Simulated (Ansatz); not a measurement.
**HfN: pressure up to the limit of the methods**

The task here is to estimate one member of a computed series from the others.

Method: DFT, LDA, PAW with Ansatz's default frozen-core files, scalar-relativistic, in Ansatz 0.2.0.

1 further run of the same task is left out (it didn't finish).

## The starting structure

Symmetry: Fm-3m, No. 225, cubic system. The conventional cell has a = 4.512 Å, b = 4.512 Å, c = 4.512 Å, α = 90.00°, β = 90.00°, γ = 90.00°. Around Hf (site symmetry m-3m) lie 6 N at 2.26 Å. N (site symmetry m-3m) has 6 Hf at 2.26 Å as nearest neighbours.

Coordinates:

```cif
data_structure
_symmetry_space_group_name_H-M 'Fm-3m'
_symmetry_Int_Tables_number 225
_cell_length_a 4.5120
_cell_length_b 4.5120
_cell_length_c 4.5120
_cell_angle_alpha 90.000
_cell_angle_beta 90.000
_cell_angle_gamma 90.000
_cell_volume 91.86
loop_
_atom_site_label
_atom_site_type_symbol
_atom_site_symmetry_multiplicity
_atom_site_Wyckoff_symbol
_atom_site_fract_x
_atom_site_fract_y
_atom_site_fract_z
_atom_site_occupancy
Hf1 Hf 4 a 0.00000 0.00000 0.00000 1
N1 N 4 b 0.50000 0.00000 0.00000 1
```

The file gives the conventional cell by its symmetry; the runs use the cell typed in the input.

Whether this phase is the stable one at these pressures isn't tested.

Atoms are numbered in the order of the input: Hf1, N2.

The first run:

input.yaml

```yaml
crystal:
  lattice:
    - [0.0, 2.256, 2.256]
    - [2.256, 0.0, 2.256]
    - [2.256, 2.256, 0.0]
  atoms:
    - { symbol: Hf, position: [0.0, 0.0, 0.0] }
    - { symbol: "N", position: [0.5, 0.5, 0.5] }
kpoints:
  mp_grid: { grid: [11, 11, 11] }
scf:
  occupations: { method: fermi_dirac, width: 0.03 }
hamiltonian:
  xc: lda
  pseudopotentials: { kind: paw }
output:
  forces: true
  stress: true
relax:
  f_tol: 0.01
  max_steps: 30
```

The run is started by

```bash
> ansatz run input.yaml --threads 1 --pin off --max-ram 2048MiB --backend cpu --events-out ev --progress --plain --runs-dir out
```

Among the steps run: Atoms relaxed at the given volume, PAW; Volume scaled by 1, PAW; Atoms relaxed at 0.9 of the volume, PAW; Volume scaled by 0.9, PAW; Atoms relaxed at 0.5 of the volume, PAW; Volume scaled by 0.5, PAW; Atoms relaxed at 0.4 of the volume, PAW; Volume scaled by 0.4, PAW.

One table of the session follows, with a row left open; its other results are not shown here.

```
method  volume over the first  volume (Å³/atom)  pressure (GPa)
   PAW                      1            11.482           -8.27
   PAW                    0.9                 ?               ?
   PAW                    0.5             5.741          793.32
   PAW                    0.4             4.593         1629.81
```

Q: Estimate the row for PAW, 0.9 from the others.

As computed: volume (Å³/atom): 10.334; pressure (GPa): 27.00. In the column «volume (Å³/atom)» it lies between PAW, 0.5 (5.741) and PAW, 1 (11.482).

Limits of these values: Warnings in the runs' records: stress scf threshold loose, gradients without spin orbit.
